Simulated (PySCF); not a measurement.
# C5H4BrNO: excited states

Wanted: excited states for C5H4BrNO (`C=CO/C=C(\Br)C#N`).

Programs: PySCF 2.14.0, with routines of our own; each step states its level. All values are computed. Atoms count from 0.

### 1 The system as given

12 atoms, charge 0, multiplicity 1; geometry from: GFN2-xTB.

### 2 Geometry optimisation at PBE0-D3(BJ)/def2-SVP

What the job is given:

```
{"job": {"xc": "PBE0", "basis": "def2-SVP", "d3": "d3bj", "grid": 1, "kind": "geom"}, "charge": 0, "multiplicity": 1}
C     -2.757043    -0.178373    -0.094101
C     -1.496829    -0.571643    -0.162045
O     -0.478240     0.293534     0.107575
C      0.778842    -0.131761     0.032479
C      1.821063     0.679702     0.287323
Br     1.533254     2.503507     0.776425
C      3.154059     0.255659     0.215351
N      4.250778    -0.075358     0.160725
H     -3.558322    -0.859049    -0.306241
H     -3.007261     0.831694     0.175373
H     -1.198474    -1.580227    -0.429324
H      0.959372    -1.168372    -0.245437
```

Command:

```
> OMP_NUM_THREADS=1 python excited_run.py task.json out
```

This one command runs all jobs of the session in turn.

Standard output:

```text
step   0  E = -2895.77606840  max force = 0.034672
step   1  E = -2895.77719943  max force = 0.004929
step   2  E = -2895.77768554  max force = 0.002081
step   3  E = -2895.77771204  max force = 0.003110
step   4  E = -2895.77779198  max force = 0.000838
step   5  E = -2895.77780037  max force = 0.001046
step   6  E = -2895.77781868  max force = 0.000218
step   7  E = -2895.77781544  max force = 0.000683
step   8  E = -2895.77782100  max force = 0.000118
optimisation converged
```

Run time: 1.7 min. Hardware: 1 thread of Arm Neoverse N1, shared host; peak memory 0.77 GiB.

The steps of the relaxation:

```
step  energy from step 0 (eV)  largest force component (eV/Å)
   0                   0.0000                          1.7829
   1                  -0.0308                          0.2535
   2                  -0.0440                          0.1070
   3                  -0.0447                          0.1599
   4                  -0.0469                          0.0431
   5                  -0.0471                          0.0538
   6                  -0.0476                          0.0112
   7                  -0.0475                          0.0351
   8                  -0.0477                          0.0061
```

Close pairs (by a distance rule), those that changed most:

```
  bond  before (Å)  after (Å)  change (Å)
C4–Br5       1.910      1.879      -0.031
 C0–H8       1.073      1.090      +0.017
 C4–C6       1.401      1.418      +0.017
 C0–H9       1.075      1.092      +0.017
 C6–N7       1.147      1.161      +0.014
C1–H10       1.085      1.096      +0.011
C3–H11       1.088      1.097      +0.008
 C0–C1       1.322      1.328      +0.006
```

The next job starts from the end point, and lists it.

```
                         at the end point                value
rotational constants (GHz, main isotopes)  2.019, 0.817, 0.582
                        dipole moment (D)                 4.96
```

### 3 Excited states: TDA CAM-B3LYP/def2-SVPD

What the job is given:

```
{"job": {"kind": "states", "xc": "CAM-B3LYP", "basis": "def2-SVPD", "tda": true, "soc": true, "nstates": 6, "ntriplets": 4, "nquad": 4}, "charge": 0, "multiplicity": 1}
C     -2.768088    -0.213148    -0.104742
C     -1.495826    -0.592866    -0.109387
O     -0.488322     0.317386     0.038781
C      0.769395    -0.098992     0.058741
C      1.809346     0.748687     0.203204
Br     1.553875     2.600530     0.390459
C      3.143051     0.267976     0.220117
N      4.235548    -0.124432     0.234682
H     -3.552760    -0.959131    -0.228196
H     -3.042689     0.835916     0.020007
H     -1.168702    -1.631707    -0.231556
H      0.952885    -1.174915    -0.047026
```

Method: TDA CAM-B3LYP/def2-SVPD excited states, vertical, gas phase, spin-orbit mean-field couplings.

Standard output:

```text
coarse grid: 53424 points
cycle   1  E = -2896.3040216635  dE =  3.495e-01  |g| = 7.045e-01  |ddm| = 6.369e+00
cycle   2  E = -2896.1253650776  dE =  1.787e-01  |g| = 1.170e+00  |ddm| = 3.002e+00
cycle   3  E = -2896.4214260082  dE = -2.961e-01  |g| = 1.408e-01  |ddm| = 1.747e+00
cycle   4  E = -2896.4245348038  dE = -3.109e-03  |g| = 7.202e-02  |ddm| = 2.653e-01
cycle   5  E = -2896.4256357778  dE = -1.101e-03  |g| = 1.187e-02  |ddm| = 1.092e-01
cycle   6  E = -2896.4256622582  dE = -2.648e-05  |g| = 3.218e-03  |ddm| = 2.685e-02
cycle   7  E = -2896.4256640580  dE = -1.800e-06  |g| = 1.370e-03  |ddm| = 7.873e-03
final grid: 112808 points
cycle   8  E = -2896.4256383391  dE =  3.927e-07  |g| = 2.110e-03  |ddm| = 6.170e-03
cycle   9  E = -2896.4256370735  dE =  1.266e-06  |g| = 3.203e-03  |ddm| = 7.546e-03
cycle  10  E = -2896.4256393135  dE = -2.240e-06  |g| = 9.057e-05  |ddm| = 4.327e-03
cycle  11  E = -2896.4256393153  dE = -1.788e-09  |g| = 3.423e-05  |ddm| = 1.796e-04
cycle  12  E = -2896.4256393157  dE = -3.620e-10  |g| = 2.386e-05  |ddm| = 1.220e-04
converged SCF energy = -2896.4256393157

Singlet excitations
state   eV       nm        f     d(h-e)  d(exc)  Lambda  PR(NTO)  |dmu|/D   mu/D   main configurations
  1   4.9142   252.3   0.00022   0.927   3.181   0.476   1.039    3.196    8.039   H->L+1 0.88
  2   5.5443   223.6   0.75923   0.889   3.403   0.765   1.123    2.674    7.574   H->L 0.93
  3   6.3063   196.6   0.01421   0.532   2.616   0.530   1.045    0.914    5.234   H-2->L+1 0.92
  4   6.3664   194.7   0.00039   1.937   3.252   0.273   1.028    5.472    5.168   H-2->L 0.94
  5   6.5155   190.3   0.00345   1.241   3.621   0.355   1.275                     H->L+3 0.78
  6   6.6099   187.6   0.00302   0.203   2.865   0.434   1.969                     H-3->L+1 0.40, H-1->L+1 0.23, H->L+6 0.09

Triplet excitations (Tamm-Dancoff)
state   eV     d(h-e)  d(exc)  Lambda  PR(NTO)   main configurations
  1   3.3042   0.301   2.753   0.763   1.056   H->L 0.86
  2   4.2153   0.205   2.271   0.620   1.112   H->L+2 0.46, H-1->L+2 0.34, H-1->L 0.11
  3   4.4708   0.779   3.018   0.470   1.046   H->L+1 0.82, H-1->L+1 0.10
  4   5.5167   0.436   2.454   0.519   1.120   H-2->L+1 0.87
S1 - T1 = 1.6101 eV

Spin-orbit couplings |<S|Hso|T>| (cm-1)
             T1       T2       T3       T4
S0        2.520    1.744  609.149  948.613
S1      115.171   19.938    2.796  575.809
S2        0.667    0.568   58.675   41.414
S3       14.989    3.436  689.976   53.617
S4      363.554   78.033   10.856  113.495
S5       11.568    4.219   27.830  143.957
S6       25.403    8.314   14.489  740.168
T1 sublevels (cm-1): 0.000 5.357 5.393   radiative rates (1/s): 17.1 23.4 154
```

Run time: 73 s. Hardware: 1 thread of Arm Neoverse N1, shared host; peak memory 1 GiB.

From this job:

```
  quantity    value
S1 less T1  1.61 eV
```

### 4 Outcome

| quantity | value |
| --- | --- |
| rotational constants (main isotopes) | 2.02, 0.82, 0.58 GHz |
| S1 less T1 (step 3, TDA CAM-B3LYP/def2-SVPD) | 1.61 eV |

In words: Over 8 steps the energy fell by 0.048 eV; of the close pairs, C4–Br5 changed most, 1.910 to 1.879 Å. Scalar relativity is left out for the heavy atoms. In step 3, the number of triplets below S1 is 3, and the largest singlet-triplet spin-orbit coupling is S0–T4, 948.61 cm⁻¹.
